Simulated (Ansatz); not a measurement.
# The pair Cl···H₃N, charge −1: a pair, distance and angle

Aim: map the energy of the pair Cl···H₃N, charge −1 over two coordinates, and find its wells, ridges and stiffness.

Method: RKS PBE0-D4/def2-TZVPD; program: Ansatz 0.2.0.

### 1 Where the work starts

5 atoms, charge -1, spin multiplicity 1.

Atoms are counted from 1 here; the program's logs count them from 0.

Bond lengths: N2–H3 1.028 Å, N2–H4 1.028 Å, N2–H5 1.048 Å. Angles: H3–N2–H4 104.1°, H3–N2–H5 103.3°, H4–N2–H5 103.3°.

As a file:

```tsv
atom	x (Å)	y (Å)	z (Å)
Cl1	-0.1654	-0.0438	-2.5237
N2	-0.1381	0.2252	0.7993
H3	0.8762	0.3256	0.9349
H4	-0.3267	-0.7584	1.0322
H5	-0.2461	0.2514	-0.2428
```

This geometry comes from a loose relaxation at PBE in a small basis, which is not shown.

### 2 Relaxing the molecule

Input file input.yaml:

```yaml
crystal:
  periodic: [false, false, false]
  atoms:
    - { symbol: Cl, position_ang: [-0.165415, -0.043777, -2.523722] }
    - { symbol: "N", position_ang: [-0.138141, 0.225215, 0.799312] }
    - { symbol: H, position_ang: [0.87619, 0.3256, 0.934936] }
    - { symbol: H, position_ang: [-0.326675, -0.758423, 1.03223] }
    - { symbol: H, position_ang: [-0.24606, 0.251384, -0.242756] }
total_charge: -1
basis:
  gaussian: { orbitals: def2-TZVPD }
hamiltonian:
  xc: pbe0
  dispersion: d4
output:
  forces: true
relax:
  f_tol: 0.003
  max_steps: 120
```

Launch:

```console
$ ansatz run input.yaml --threads 1 --pin off --max-ram 2560MiB --backend cpu --events-out ev --progress --plain --runs-dir out
```

What it wrote, cut to the lines that bear on the results:

```text
Warning: RAYON_NUM_THREADS=1 ignored (pool sized by the plan → 1); use --threads N
[...]
Functional definition: PBE0
[...]
640 factors; their error is unknown
[...]
mean field -14058.96534014 eV, -516.6574467411 hartree, gradient 2.3e-5 eV, S^2 0.000000; 0 other end points of the search recorded, 0 dependent functions left out
[...]
reference -14058.96537316 eV, -516.6574479545 hartree; 14, 14 occupied and 96, 96 virtual orbitals, 640 factors
relax step   1: F+E_penalty+E_count = -14059.00274266 eV  Δ(F+E_penalty+E_count) = +0.000e0 eV  max|allowed force component| = 5.143e-1 eV/Å  Δτ_max = 0.0000 Å  (25 SCF iters, accepted)
[...]
relax step   5: F+E_penalty+E_count = -14059.01365047 eV  Δ(F+E_penalty+E_count) = -8.471e-5 eV  max|allowed force component| = 1.742e-2 eV/Å  Δτ_max = 0.0102 Å  (31 SCF iters, accepted)
[...]
relax step   6: F+E_penalty+E_count = -14059.01365760 eV  Δ(F+E_penalty+E_count) = -7.133e-6 eV  max|allowed force component| = 7.725e-4 eV/Å  Δτ_max = 0.0017 Å  (30 SCF iters, accepted)
640 factors; their error is unknown
[...]
mean field -14058.97665235 eV, -516.6578624571 hartree, gradient 1.7e-5 eV, S^2 0.000000; 1 other end points of the search recorded, 0 dependent functions left out
[...]
reference -14058.97668531 eV, -516.6578636685 hartree; 14, 14 occupied and 96, 96 virtual orbitals, 640 factors
Total energy: -14059.01369057 eV, -516.6592235867 hartree
Atom 0 at    -0.167679    -0.043082    -2.545856 Å, force     0.000053    -0.000047     0.000213 eV/Å
Atom 1 at    -0.130800     0.216819     0.796463 Å, force     0.000339    -0.000385     0.000773 eV/Å
Atom 2 at     0.868314     0.326634     0.940640 Å, force    -0.000157     0.000232    -0.000346 eV/Å
Atom 3 at    -0.326414    -0.749971     1.037560 Å, force    -0.000238     0.000143    -0.000282 eV/Å
Atom 4 at    -0.243521     0.249598    -0.228807 Å, force     0.000003     0.000057    -0.000357 eV/Å
Dipole moment:     0.215655    -0.172193     0.745815 e Å
```

Wall time 14 s (1 thread of Arm Neoverse V1, shared host); peak memory 0.15 GiB.

The steps of the relaxation:

```tsv
step	energy from step 1 (eV)	largest force component (eV/Å)
1	0.0000	0.5143
2	-0.0089	0.1933
3	-0.0105	0.0344
4	-0.0108	0.0266
5	-0.0109	0.0174
6	-0.0109	0.0008
```

Close pairs (by a distance rule), those that changed most:

```tsv
bond	before (Å)	after (Å)	change (Å)
N2–H5	1.048	1.032	-0.016
N2–H4	1.028	1.015	-0.013
N2–H3	1.028	1.015	-0.013
```

### 3 Reference: NH₃ by itself, as typed

Input file input.yaml:

```yaml
crystal:
  periodic: [false, false, false]
  atoms:
    - { symbol: "N", position_ang: [-0.1308, 0.216819, 0.796463] }
    - { symbol: H, position_ang: [0.868314, 0.326634, 0.94064] }
    - { symbol: H, position_ang: [-0.326414, -0.749971, 1.03756] }
    - { symbol: H, position_ang: [-0.243521, 0.249598, -0.228807] }
basis:
  gaussian: { orbitals: def2-TZVPD }
hamiltonian:
  xc: pbe0
  dispersion: d4
output:
  forces: true
```

Launch:

```console
$ ansatz run input.yaml --threads 1 --pin off --max-ram 2560MiB --backend cpu --events-out ev --progress --plain --runs-dir out
```

What it wrote, cut to the lines that bear on the results:

```text
Warning: RAYON_NUM_THREADS=1 ignored (pool sized by the plan → 1); use --threads N
[...]
[... 1 set-up line as earlier in the session ...]
[...]
332 factors; their error is unknown
[...]
mean field -1537.83905064 eV, -56.5145427263 hartree, gradient 7.7e-6 eV, S^2 0.000000; 0 other end points of the search recorded, 0 dependent functions left out
[...]
reference -1537.83907079 eV, -56.5145434667 hartree; 5, 5 occupied and 59, 59 virtual orbitals, 332 factors
Total energy: -1537.84827574 eV, -56.5148817423 hartree
Atom 0 at    -0.130800     0.216819     0.796463 Å, force     0.076137    -0.162216    -0.862417 eV/Å
Atom 1 at     0.868314     0.326634     0.940640 Å, force     0.008064     0.073025     0.101034 eV/Å
Atom 2 at    -0.326414    -0.749971     1.037560 Å, force    -0.064149     0.007954     0.106943 eV/Å
Atom 3 at    -0.243521     0.249598    -0.228807 Å, force    -0.020052     0.081238     0.654441 eV/Å
Dipole moment:     0.188023    -0.223799    -0.168236 e Å
```

It took 1.1 s on 1 thread of Arm Neoverse V1, shared host; peak memory 0.082 GiB.

### 4 The part Cl− alone, at the geometry typed

Input file input.yaml:

```yaml
crystal:
  periodic: [false, false, false]
  atoms:
    - { symbol: Cl, position_ang: [-0.167679, -0.043082, -2.545856] }
total_charge: -1
basis:
  gaussian: { orbitals: def2-TZVPD }
hamiltonian:
  xc: pbe0
```

Launch:

```console
$ ansatz run input.yaml --threads 1 --pin off --max-ram 2560MiB --backend cpu --events-out ev --progress --plain --runs-dir out
```

What it wrote:

```text
Warning: RAYON_NUM_THREADS=1 ignored (pool sized by the plan → 1); use --threads N
Engine: ansatz 0.2.0, aarch64-unknown-linux-gnu
[... 1 set-up line as earlier in the session ...]
  parameter a = 0.25
  parameter kappa = 0.804
  parameter beta = 0.06672455060314922
  exchange = (1 - a)*pbe_x(kappa = kappa, mu = beta*pi^2/3) + a*exact_x
  correlation = pbe_c(beta = beta)
308 factors; their error is unknown
mean field evaluation 1: about -12518.1457 eV, gradient 3.2e1 eV
mean field evaluation 2: about -12518.0494 eV, gradient 3.7e1 eV
mean field evaluation 4: about -12520.7272 eV, gradient 2.8e-1 eV
mean field evaluation 8: about -12520.7570 eV, gradient 2.2e-4 eV
mean field -12520.75703939 eV, -460.1293343236 hartree, gradient 9.9e-6 eV, S^2 0.000000; 0 other end points of the search recorded, 0 dependent functions left out
reference -12520.75705855 eV, -460.1293350276 hartree; 9, 9 occupied and 37, 37 virtual orbitals, 308 factors
Total energy: -12520.75705855 eV, -460.1293350276 hartree
```

Run time: 0.25 s. Hardware: 1 thread of Arm Neoverse V1, shared host; peak memory 0.068 GiB.

### 5 Plan of the scan

- distance H5···Cl1: 15 values from 1.963 to 4.563 Å
- turn of Cl1 about H5: 15 values from −60.0 to 60.0 °

Nothing else is relaxed (both partners rigid). Energies count from the ion and the molecule far apart, frozen as in the relaxed pair, each in its own basis (no counterpoise correction). Points are written as (first, second).

Of the runs on the grid, 3 are shown in the steps below; the others differ only in the two coordinates.

### 6 Point (3.151 Å, −42.9°)

Input file input.yaml:

```yaml
crystal:
  periodic: [false, false, false]
  atoms:
    - { symbol: Cl, position_ang: [1.268641, -1.610728, -2.273643] }
    - { symbol: "N", position_ang: [-0.1308, 0.216819, 0.796463] }
    - { symbol: H, position_ang: [0.868314, 0.326634, 0.94064] }
    - { symbol: H, position_ang: [-0.326414, -0.749971, 1.03756] }
    - { symbol: H, position_ang: [-0.243521, 0.249598, -0.228807] }
total_charge: -1
basis:
  gaussian: { orbitals: def2-TZVPD }
hamiltonian:
  xc: pbe0
  dispersion: d4
output:
  forces: true
```

Launch:

```console
$ ansatz run input.yaml --threads 1 --pin off --max-ram 2560MiB --backend cpu --events-out ev --progress --plain --runs-dir out
```

What it wrote, cut to the lines that bear on the results:

```text
Warning: RAYON_NUM_THREADS=1 ignored (pool sized by the plan → 1); use --threads N
[...]
[... 1 set-up line as earlier in the session ...]
[...]
640 factors; their error is unknown
[...]
mean field -14058.86854228 eV, -516.6538894856 hartree, gradient 6.7e-5 eV, S^2 0.000000; 0 other end points of the search recorded, 0 dependent functions left out
[...]
reference -14058.86857624 eV, -516.6538907333 hartree; 14, 14 occupied and 96, 96 virtual orbitals, 640 factors
Total energy: -14058.89928199 eV, -516.6550191490 hartree
Atom 0 at     1.268641    -1.610728    -2.273643 Å, force    -0.057032     0.069673     0.071556 eV/Å
Atom 1 at    -0.130800     0.216819     0.796463 Å, force    -0.208288     0.192765    -0.422947 eV/Å
Atom 2 at     0.868314     0.326634     0.940640 Å, force    -0.028034    -0.076787    -0.099302 eV/Å
Atom 3 at    -0.326414    -0.749971     1.037560 Å, force     0.070050     0.011624    -0.107039 eV/Å
Atom 4 at    -0.243521     0.249598    -0.228807 Å, force     0.223305    -0.197275     0.557731 eV/Å
Dipole moment:    -0.231791     0.328075     0.793550 e Å
```

It took 1.8 s on 1 thread of Arm Neoverse V1, shared host; peak memory 0.14 GiB.

Energy on the map's scale: −28.4 kJ/mol.

### 7 Point (2.264 Å, −42.9°)

input.yaml: that of step 6 with these lines changed.

```diff
@@ -3,3 +3,3 @@
   atoms:
-    - { symbol: Cl, position_ang: [1.268641, -1.610728, -2.273643] }
+    - { symbol: Cl, position_ang: [0.842971, -1.08705, -1.698025] }
     - { symbol: "N", position_ang: [-0.1308, 0.216819, 0.796463] }
```

Launch:

```console
$ ansatz run input.yaml --threads 1 --pin off --max-ram 2560MiB --backend cpu --events-out ev --progress --plain --runs-dir out
```

What it wrote, cut to the lines that bear on the results:

```text
Warning: RAYON_NUM_THREADS=1 ignored (pool sized by the plan → 1); use --threads N
[...]
[... 1 set-up line as earlier in the session ...]
[...]
640 factors; their error is unknown
[...]
mean field -14058.77421632 eV, -516.6504230702 hartree, gradient 2.0e-5 eV, S^2 0.000000; 0 other end points of the search recorded, 0 dependent functions left out
[...]
reference -14058.77424908 eV, -516.6504242743 hartree; 14, 14 occupied and 96, 96 virtual orbitals, 640 factors
Total energy: -14058.81694841 eV, -516.6519934457 hartree
Atom 0 at     0.842971    -1.087050    -1.698025 Å, force     0.190925    -0.267187    -0.617723 eV/Å
Atom 1 at    -0.130800     0.216819     0.796463 Å, force    -0.539730     0.636325     0.422591 eV/Å
Atom 2 at     0.868314     0.326634     0.940640 Å, force    -0.092640    -0.117564    -0.175556 eV/Å
Atom 3 at    -0.326414    -0.749971     1.037560 Å, force     0.110079     0.065076    -0.191666 eV/Å
Atom 4 at    -0.243521     0.249598    -0.228807 Å, force     0.331367    -0.316649     0.562354 eV/Å
Dipole moment:    -0.049888     0.100667     0.507320 e Å
```

Wall time 1.9 s (1 thread of Arm Neoverse V1, shared host); peak memory 0.15 GiB.

That is −20.4 kJ/mol from the zero.

### 8 Point (2.413 Å, 0.0°)

input.yaml: that of step 7 with these lines changed.

```diff
@@ -3,3 +3,3 @@
   atoms:
-    - { symbol: Cl, position_ang: [0.842971, -1.08705, -1.698025] }
+    - { symbol: Cl, position_ang: [-0.165202, -0.052639, -2.621522] }
     - { symbol: "N", position_ang: [-0.1308, 0.216819, 0.796463] }
```

Launch:

```console
$ ansatz run input.yaml --threads 1 --pin off --max-ram 2560MiB --backend cpu --events-out ev --progress --plain --runs-dir out
```

What it wrote, cut to the lines that bear on the results:

```text
Warning: RAYON_NUM_THREADS=1 ignored (pool sized by the plan → 1); use --threads N
[...]
[... 1 set-up line as earlier in the session ...]
[...]
640 factors; their error is unknown
[...]
mean field -14058.97512000 eV, -516.6578061442 hartree, gradient 2.4e-5 eV, S^2 0.000000; 0 other end points of the search recorded, 0 dependent functions left out
[...]
reference -14058.97515314 eV, -516.6578073624 hartree; 14, 14 occupied and 96, 96 virtual orbitals, 640 factors
Total energy: -14059.01107704 eV, -516.6591275412 hartree
Atom 0 at    -0.165202    -0.052639    -2.621522 Å, force     0.001596     0.004057     0.064842 eV/Å
Atom 1 at    -0.130800     0.216819     0.796463 Å, force     0.001508    -0.010189    -0.093593 eV/Å
Atom 2 at     0.868314     0.326634     0.940640 Å, force    -0.001298     0.002564    -0.001472 eV/Å
Atom 3 at    -0.326414    -0.749971     1.037560 Å, force    -0.002533     0.001442    -0.001314 eV/Å
Atom 4 at    -0.243521     0.249598    -0.228807 Å, force     0.000728     0.002126     0.031537 eV/Å
Dipole moment:     0.215587    -0.168469     0.786364 e Å
```

Wall time 1.9 s (1 thread of Arm Neoverse V1, shared host); peak memory 0.15 GiB.

On the map this point reads −39.1 kJ/mol.

### 9 The map

225 points were computed. Energies in kJ/mol, from the ion and the molecule far apart, frozen as in the relaxed pair, each in its own basis (no counterpoise correction):

```csv
"turn of Cl1 about H5 (°) ↓, distance H5···Cl1 (Å) →",1.963,2.027,2.133,2.264,2.413,2.578,2.757,2.948,3.151,3.363,3.586,3.818,4.058,4.307,4.563
60.0,17.4,9.6,0.5,−6.4,−10.2,−11.6,−11.3,−10.1,−8.4,−6.6,−4.9,−3.5,−2.3,−1.4,−0.6
51.4,2.5,−3.8,−11.0,−16.0,−18.3,−18.5,−17.2,−15.2,−12.9,−10.7,−8.6,−6.8,−5.3,−4.1,−3.2
42.9,−8.8,−14.1,−20.0,−23.7,−24.9,−24.1,−22.2,−19.6,−16.8,−14.2,−11.8,−9.7,−8.0,−6.5,−5.4
34.3,−17.3,−21.9,−26.8,−29.6,−30.0,−28.6,−26.2,−23.2,−20.0,−17.1,−14.5,−12.2,−10.2,−8.6,−7.3
25.7,−23.3,−27.5,−31.8,−34.0,−34.0,−32.2,−29.4,−26.1,−22.7,−19.6,−16.7,−14.2,−12.2,−10.4,−8.9
17.1,−26.9,−31.0,−35.1,−37.0,−36.7,−34.8,−31.8,−28.3,−24.8,−21.5,−18.5,−16.0,−13.7,−11.9,−10.3
8.6,−28.4,−32.5,−36.7,−38.7,−38.5,−36.5,−33.5,−30.0,−26.4,−23.0,−20.0,−17.3,−15.0,−13.1,−11.4
0.0,−27.9,−32.2,−36.7,−39.1,−39.1,−37.4,−34.5,−31.1,−27.5,−24.1,−21.1,−18.4,−16.0,−14.1,−12.4
−8.6,−25.1,−30.0,−35.2,−38.3,−38.9,−37.5,−34.9,−31.6,−28.2,−24.9,−21.9,−19.2,−16.8,−14.8,−13.1
−17.1,−20.0,−25.7,−32.1,−36.2,−37.6,−36.9,−34.7,−31.8,−28.6,−25.4,−22.4,−19.7,−17.4,−15.4,−13.7
−25.7,−12.2,−19.1,−27.1,−32.7,−35.3,−35.5,−34.1,−31.6,−28.6,−25.6,−22.8,−20.2,−17.9,−15.9,−14.2
−34.3,−0.9,−9.5,−19.8,−27.6,−32.0,−33.5,−32.9,−31.1,−28.5,−25.8,−23.1,−20.5,−18.3,−16.3,−14.6
−42.9,14.9,3.9,−9.6,−20.4,−27.3,−30.6,−31.4,−30.4,−28.4,−25.9,−23.4,−20.9,−18.7,−16.8,−15.1
−51.4,37.7,23.2,4.9,−10.3,−20.7,−26.7,−29.3,−29.5,−28.2,−26.2,−23.8,−21.5,−19.3,−17.3,−15.6
−60.0,71.1,51.5,26.2,4.5,−11.2,−21.0,−26.3,−28.2,−28.0,−26.6,−24.5,−22.3,−20.1,−18.1,−16.3
```

The largest force on an atom (eV/Å) at each point:

```csv
"turn of Cl1 about H5 (°) ↓, distance H5···Cl1 (Å) →",1.963,2.027,2.133,2.264,2.413,2.578,2.757,2.948,3.151,3.363,3.586,3.818,4.058,4.307,4.563
60.0,1.53,1.22,0.86,0.84,0.84,0.81,0.78,0.75,0.77,0.79,0.80,0.81,0.82,0.83,0.83
51.4,1.25,0.98,0.76,0.76,0.75,0.73,0.70,0.71,0.74,0.76,0.78,0.79,0.80,0.81,0.81
42.9,1.05,0.80,0.67,0.67,0.65,0.63,0.62,0.66,0.70,0.73,0.75,0.77,0.78,0.79,0.80
34.3,0.91,0.67,0.57,0.56,0.54,0.52,0.56,0.62,0.66,0.70,0.72,0.74,0.76,0.77,0.78
25.7,0.82,0.60,0.45,0.44,0.41,0.43,0.51,0.58,0.63,0.67,0.69,0.72,0.74,0.75,0.76
17.1,0.77,0.57,0.34,0.30,0.28,0.36,0.46,0.53,0.59,0.63,0.67,0.69,0.72,0.73,0.75
8.6,0.78,0.57,0.32,0.16,0.17,0.30,0.41,0.49,0.56,0.61,0.64,0.67,0.70,0.71,0.73
0.0,0.83,0.62,0.36,0.11,0.09,0.25,0.37,0.46,0.53,0.58,0.62,0.65,0.68,0.70,0.71
−8.6,0.93,0.72,0.45,0.20,0.16,0.23,0.34,0.43,0.50,0.56,0.60,0.63,0.66,0.68,0.70
−17.1,1.08,0.87,0.58,0.34,0.30,0.32,0.34,0.42,0.49,0.54,0.58,0.62,0.64,0.67,0.69
−25.7,1.31,1.06,0.76,0.50,0.44,0.45,0.45,0.47,0.49,0.53,0.57,0.60,0.63,0.66,0.68
−34.3,1.63,1.32,0.98,0.69,0.58,0.57,0.56,0.56,0.56,0.57,0.58,0.60,0.63,0.65,0.67
−42.9,2.09,1.68,1.27,0.94,0.70,0.68,0.66,0.64,0.63,0.63,0.63,0.63,0.63,0.65,0.67
−51.4,2.77,2.26,1.66,1.25,0.93,0.78,0.74,0.72,0.70,0.68,0.67,0.67,0.66,0.66,0.67
−60.0,3.77,3.12,2.26,1.66,1.25,0.96,0.82,0.78,0.75,0.72,0.71,0.70,0.69,0.68,0.68
```

### 10 Summary of results

| quantity | value |
| --- | --- |
| lowest point | (2.413 Å, 0.0°), −39.1 kJ/mol |
| highest computed point | (1.963 Å, −60.0°), 110.3 kJ/mol above the lowest |
| largest force on an atom (eV/Å) | 0.09 at (2.413 Å, 0.0°) to 3.77 at (1.963 Å, −60.0°); 0.09 at the lowest point |
| time for the whole task | 7.3 min on 1 thread, shared host |

What this shows: The lowest computed point is at (2.413 Å, 0.0°), −39.1 kJ/mol from the ion and the molecule far apart, frozen as in the relaxed pair, each in its own basis (no counterpoise correction). The grid is coarse, so the lowest point of the scanned range may lie between grid points; coordinates that were held can hide deeper minima. The grid shows no other well, apart from its symmetry copies. The highest computed point, (1.963 Å, −60.0°), lies 110.3 kJ/mol above the lowest. Round the minimum the valley is somewhat tilted: raising distance H5···Cl1 shifts the best value of turn of Cl1 about H5 downwards (coupling k₁₂/√(k₁₁k₂₂) about 0.3). No counterpoise correction was made, so wells between separate parts tend to come out somewhat too deep.
